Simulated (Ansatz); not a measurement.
# CaCu3C2: the cost of one run

Method: DFT PBE, scalar-relativistic, plane waves, PAW, in Ansatz 0.2.0.

### 1 Starting point

The structure is tetragonal, space group I4/mmm (No. 139). Conventional cell: a = 5.511 Å, b = 5.511 Å, c = 6.140 Å, α = 90.00°, β = 90.00°, γ = 90.00°. Ca (site symmetry 4/mmm) has 6 Cu at 2.76 to 3.07 Å and 8 C at 3.15 Å as nearest neighbours. Cu (site symmetry mmm) has 2 C at 1.54 Å as nearest neighbours. Around Cu (site symmetry 4/mmm) lie 4 Cu at 2.76 Å and 2 Ca at 3.07 Å and 8 C at 3.15 Å. C (site symmetry -4m2) is surrounded by 2 Cu at 1.54 Å.

Structure file:

```
CELL_PARAMETERS angstrom
-2.75547 2.75547 3.07023
2.75547 -2.75547 3.07023
2.75547 2.75547 -3.07023
ATOMIC_POSITIONS crystal
Ca 0.00000 0.00000 0.00000
Cu 0.50000 0.00000 0.50000
Cu 0.00000 0.50000 0.50000
Cu 0.50000 0.50000 0.00000
C 0.75000 0.25000 0.50000
C 0.25000 0.75000 0.50000
```

Recipe of the guess: random cell by space group and Wyckoff sites (I4/mmm, No. 139). Its size is a rough estimate.

### 2 A first look at the guess

input.yaml

```yaml
crystal:
  lattice:
    - [-2.75547294, 2.75547294, 3.07022577]
    - [2.75547294, -2.75547294, 3.07022577]
    - [2.75547294, 2.75547294, -3.07022577]
  atoms:
    - { symbol: Ca, position: [0.0, 0.0, 0.0] }
    - { symbol: Cu, position: [0.5, 0.0, 0.5] }
    - { symbol: Cu, position: [0.0, 0.5, 0.5] }
    - { symbol: Cu, position: [0.5, 0.5, 0.0] }
    - { symbol: C, position: [0.75, 0.25, 0.5] }
    - { symbol: C, position: [0.25, 0.75, 0.5] }
basis:
  ecutwfc: 420
kpoints:
  mp_grid: { grid: [4, 4, 4] }
hamiltonian:
  xc: pbe
scf:
  occupations: { method: gaussian, width: 0.1 }
  lower_state_search: "off"
output:
  forces: true
  stress: true
  eigenvalues: true
```

Launch:

```
$ ansatz run input.yaml --threads 1 --pin off --max-ram 2560MiB --backend cpu --events-out ev --progress --plain --runs-dir out
```

**Question.** How long does this run take on 1 thread of Arm Neoverse V1, shared host, and how much memory does it need?

About 3.6 s, with a peak of 0.36 GiB.
